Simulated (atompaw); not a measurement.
# A PAW (atompaw) potential for Zn, from input to tests

Aim: build the potential from the settings below, then test how well it stands in for the atom: scattering, ghost states and the plane-wave cutoff that it needs.

The numbers are computed with atompaw 4.2.0.5 (LDA (PW92), scalar-relativistic, spin-unpolarised reference atom).

**1. Settings**

The settings as typed:

```json
{"element": "zinc (Zn, Z = 30)", "type": "PAW", "frozen core": "[Ne]", "valence charge": "20", "reference configuration": "3s2 3p6 3d10 4s1.5 4p0.5", "partial waves": "3s (bound): rc 1.05 bohr; 4s (bound): rc 1.25 bohr; 3p (bound): rc 1.10 bohr; 4p (bound): rc 1.20 bohr; 3d (bound): rc 1.35 bohr; 3d channel at -0.1 Ry: rc 1.35 bohr", "local potential": "ultrasoft scheme with l = 3 at 0 Ry, radius 1.30 bohr", "core correction": "smooth core density matched at 0.80 bohr", "augmentation charge": "sinc compensation charge, radius 1.20 bohr; PAW radius 1.35 bohr; waves and projectors: modrrkj vanderbiltortho"}
```

The nodes and maxima of the atom's own shells, from an earlier all-electron run, set the scale for the radii.

All-electron outer shells of the reference configuration (LDA (PW92), scalar-relativistic, ld1.x):

| shell | level (eV) | outermost node (bohr) | outermost maximum (bohr) |
| --- | --- | --- | --- |
| 2s | -1157.29 | 0.07 | 0.19 |
| 2p | -1004.57 | – | 0.15 |
| 3s | -129.80 | 0.28 | 0.59 |
| 3p | -84.44 | 0.25 | 0.59 |
| 3d | -11.57 | – | 0.56 |
| 4s | -6.99 | 0.85 | 2.06 |
| 4p | -1.80 | 0.92 | 2.93 |

**2. Generation**

File Zn.input:

```
Zn 30
LDA-PW scalarrelativistic loggrid 1500 logderivrange -12 5 426
4 4 3 0 0 0
4 0 1.5
4 1 0.5
0 0 0
c
c
v
v
c
v
v
v
2
1.35 1.20 1.30 0.80
n
n
y
-0.1
n
modrrkj vanderbiltortho sinc
3 0 ultrasoft
1.05
1.25
1.10
1.20
1.35
1.35
PWSCFOUT
UPFDX 0.0125d0 UPFXMIN -7.d0 UPFZMESH 30.d0
END
```

Run with:

```sh
$ atompaw < Zn.input > Zn.log
```

Q: Predict the outcome of this session. Wanted: cutoffs for 10 and 1 mRy, occupied levels; bound ghosts; largest phase difference near zero energy, channels read; lowest eigenvalue of the overlap; share of valence orbitals outside the PAW sphere; UPF file.

**Answer**, as computed:

| quantity | value |
| --- | --- |
| cutoffs for 10 and 1 mRy, occupied levels | 90 Ry and 160 Ry |
| bound ghosts | none found |
| largest phase difference near zero energy, channels read | 0.000 rad |
| lowest eigenvalue of the overlap (Bessel basis) | 0.019 (d) |
| share of valence orbitals outside the PAW sphere | 3s 2 %, 4s 92 %, 3p 3 %, 4p 98 %, 3d 16 % |
| UPF file | written |

In words: It counts as hard, with 90 Ry needed at the looser tolerance. The slowest occupied level is 3p: taken alone it needs 100 Ry to come within 1 mRy, against 70 Ry for 3s. It is free of bound ghosts as far as tested. Near zero energy the phases of the channels with partial waves agree within 0.001 rad. All of this concerns the isolated atom, not yet a solid.
